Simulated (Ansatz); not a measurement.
# CH₅FOSi: a ladder of functionals and wavefunction methods

One table from this session's results is given with a row withheld; the runs are named, their logs left out.

Method: functionals in def2-TZVPP, the program's frozen cores in correlated methods; program: Ansatz 0.2.0, Gaussian basis.

Levels to be run: LDA (SPW92), PBE-D4, revPBE-D4, BLYP-D4, r2SCAN-D4, B97M-V, PBE0-D4, B3LYP-D4, r2SCANh-D4, r2SCAN0-D4, HSE06-D4, BHLYP-D4, CAM-B3LYP-D4, LC-ωPBE, ωB97X-V, ωB97M-V, B2PLYP, PBE-QIDH; CCSD(T)/def2-SVP; CCSD(T)/def2-TZVPP; MP2/def2-QZVPP; extrapolation to the limit; RPA on PBE.

### Structure used throughout

The geometry comes from an earlier relaxation with PBE0-D4 in a triple-zeta def2 set; it is a stationary point, not always the lowest conformer.

SMILES `OC(F)[SiH3]`, 9 atoms, charge 0, spin multiplicity 1.

Atoms are counted from 1 here; the program's logs count them from 0.

Bond lengths: O1–C2 1.377 Å, O1–H5 0.963 Å, C2–F3 1.398 Å, C2–Si4 1.913 Å, C2–H6 1.099 Å, Si4–H7 1.482 Å, Si4–H8 1.484 Å, Si4–H9 1.485 Å. Angles: C2–O1–H5 109.6°, O1–C2–F3 110.0°, O1–C2–Si4 108.9°, O1–C2–H6 111.8°, F3–C2–Si4 108.7°, F3–C2–H6 104.9°, Si4–C2–H6 112.5°, C2–Si4–H7 108.9°, C2–Si4–H8 108.2°, C2–Si4–H9 108.8°, H7–Si4–H8 110.6°, H7–Si4–H9 110.6°, H8–Si4–H9 109.7°.

Set-up of the first run:

in.yaml reads:

```yaml
crystal:
  periodic: [false, false, false]
  atoms:
    - {symbol: O, position_ang: [-0.153216, 1.193898, -1.092796]}
    - {symbol: C, position_ang: [0.495821, 0.121629, -0.521803]}
    - {symbol: F, position_ang: [0.598867, -0.922013, -1.445839]}
    - {symbol: Si, position_ang: [-0.517765, -0.487793, 0.981243]}
    - {symbol: H, position_ang: [0.415377, 1.600530, -1.755403]}
    - {symbol: H, position_ang: [1.533474, 0.367851, -0.256497]}
    - {symbol: H, position_ang: [-1.895363, -0.802861, 0.534733]}
    - {symbol: H, position_ang: [0.144393, -1.698613, 1.527444]}
    - {symbol: H, position_ang: [-0.533189, 0.581072, 2.011818]}
basis:
  gaussian: {orbitals: def2-TZVPP}
hamiltonian: {xc: lda}
output: {orbitals: {seedname: orbitals}}
```

Command:

```sh
$ ansatz run in.yaml --threads 2 --pin off --events-out ev --progress --plain --max-ram 4352MiB
```

Steps of the session up to this table: LDA; PBE-D4 (GGA); revPBE-D4 (GGA); BLYP-D4 (GGA); r2SCAN-D4 (meta-GGA); B97M-V (meta-GGA); PBE0-D4 (hybrid); B3LYP-D4 (hybrid); r2SCANh-D4 (hybrid); r2SCAN0-D4 (hybrid); HSE06-D4 (hybrid); BHLYP-D4 (hybrid); CAM-B3LYP-D4 (range-separated); LC-ωPBE (range-separated); ωB97X-V (range-separated); ωB97M-V (range-separated); B2PLYP (double hybrid); PBE-QIDH (double hybrid).

One of the session's tables, all rows but one given; the rest of the session is left out.

It belongs to the step «Orbital energies across the functionals». 

```
  functional  HOMO (eV)  LUMO (eV)  gap (eV)
 LDA (SPW92)      -7.07      -0.56      6.51
      PBE-D4      -6.97      -0.37      6.59
   revPBE-D4      -6.92      -0.29      6.62
     BLYP-D4      -6.91      -0.36      6.55
   r2SCAN-D4      -7.29       0.16      7.45
      B97M-V      -7.46      -0.23      7.23
     PBE0-D4          ?          ?         ?
    B3LYP-D4      -8.30       0.17      8.47
  r2SCANh-D4      -7.86       0.43      8.29
  r2SCAN0-D4      -8.71       0.83      9.54
    HSE06-D4      -8.09       0.11      8.20
    BHLYP-D4      -9.98       1.20     11.17
CAM-B3LYP-D4      -9.96       1.34     11.30
     LC-ωPBE     -11.26       2.59     13.86
     ωB97X-V     -10.94       2.44     13.38
     ωB97M-V     -10.82       2.03     12.86
```

Q: Estimate the row for PBE0-D4 from the others.

The run gave: HOMO (eV): -8.50; LUMO (eV): 0.48; gap (eV): 8.98. In the column «HOMO (eV)» it lies between r2SCAN0-D4 (-8.71) and B3LYP-D4 (-8.30).
